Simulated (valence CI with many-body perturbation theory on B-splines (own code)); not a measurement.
# Sn³⁶⁺: settings changed one run at a time

How much do changed settings matter for Sn³⁶⁺? A reference run is followed by altered ones.

The numbers are computed with an in-house CI+MBPT code version 6 (configuration interaction of the valence electrons, many-body perturbation theory for a frozen closed Dirac-Fock core, no-pair Dirac Hamiltonian, B-spline basis), except any that are marked as measured or tabulated.

### 1 What is computed

* element: tin (Z = 50, A = 120)
* charge: +36
* frozen core: [Ne]
* start configuration of the valence electrons: 3s2 3p2
* nuclear rms radius: 4.6519 fm

### 2 The reference run

The run's settings:

```ini
atom Sn  Z=50  mass_number=120  rms_radius_fm=4.6519
core [Ne]
valence 3s2 3p2
avg = 1
basis = S
breit = 1
cap = 10000
capref = 1200
cscale = 1
de = 0.0
dress = 0
eps = 2e-08
extrap = 1
h = 0.27
hh = 1
l2 = 3
lcore = 6
maxit = 60
n2 = 5
natural = 1
nlev = 20
nno = [3, 3, 3, 2, 1]
nroot = 26
nsp = [3, 3, 2, 1, 0]
pt2 = 1
qed = 1
rpa = 1
s1 = 1
s2 = 1
s3 = 1
screen = 1
tol = 2e-05
whole = 1
```

On the command line:

```bash
python run_cv.py task.json out
```

task.json holds these settings and those of the later runs, which follow in the same process.

### 3 Changed: orbitals per symmetry in Σ2 1

The settings differ from step 2 so:

```diff
@@ -18,3 +18,3 @@
 maxit = 60
-n2 = 5
+n2 = 1
 natural = 1
```

### 4 Changed: cap on the variational space 1500; second-order remainder off

The settings differ from step 3 so:

```diff
@@ -6,3 +6,3 @@
 breit = 1
-cap = 10000
+cap = 1500
 capref = 1200
@@ -18,3 +18,3 @@
 maxit = 60
-n2 = 1
+n2 = 5
 natural = 1
@@ -24,3 +24,3 @@
 nsp = [3, 3, 2, 1, 0]
-pt2 = 1
+pt2 = 0
 qed = 1
```

### 5 Changed: cutoff on virtual energies (hartree) 5340

The settings differ from step 4 so:

```diff
@@ -6,3 +6,3 @@
 breit = 1
-cap = 1500
+cap = 10000
 capref = 1200
@@ -11,2 +11,3 @@
 dress = 0
+ecut = 5340
 eps = 2e-08
@@ -24,3 +25,3 @@
 nsp = [3, 3, 2, 1, 0]
-pt2 = 0
+pt2 = 1
 qed = 1
```

### 6 Changed: start configuration 3s4

The settings differ from step 5 so:

```diff
@@ -2,3 +2,3 @@
 core [Ne]
-valence 3s2 3p2
+valence 3s4
 avg = 1
@@ -11,3 +11,2 @@
 dress = 0
-ecut = 5340
 eps = 2e-08
```

**Question.** What will come out?

As calculated:

| run | outcome | ionisation energy (eV) | its shift (eV) | mean size of level shifts (cm⁻¹) | time |
| --- | --- | --- | --- | --- | --- |
| reference | converged | 2440.77 | 0 | 0 | 23 s |
| orbitals per symmetry in Σ2 1 | converged | 2440.77 | +0.00505 | 24 | 17 s |
| cap on the variational space 1500; second-order remainder off | converged | 2440.77 | +0.00332 | 1204 | 12 s |
| cutoff on virtual energies (hartree) 5340 | converged | 2440.77 | +0.0006 | 1.5 | 22 s |
| start configuration 3s4 | refused | - | - | - | under 0.1 s |
| NIST (semi-empirical) | - | 2443 | - | - | - |

What this shows: The ionisation energy reacts most to «orbitals per symmetry in Σ2 1» (+0.00505 eV) and least to «cutoff on virtual energies (hartree) 5340» (+0.0006 eV). The reference run itself stands -2.23 eV from the NIST entry (uncertainty 5 eV). The quickest altered run takes 54 % of the reference time, which also holds the start-up, and shifts the levels by 1204 cm⁻¹ on average. Cautions: by estimate large intervals hold to a few tenths of a per cent, small ones and the rates on them less well.
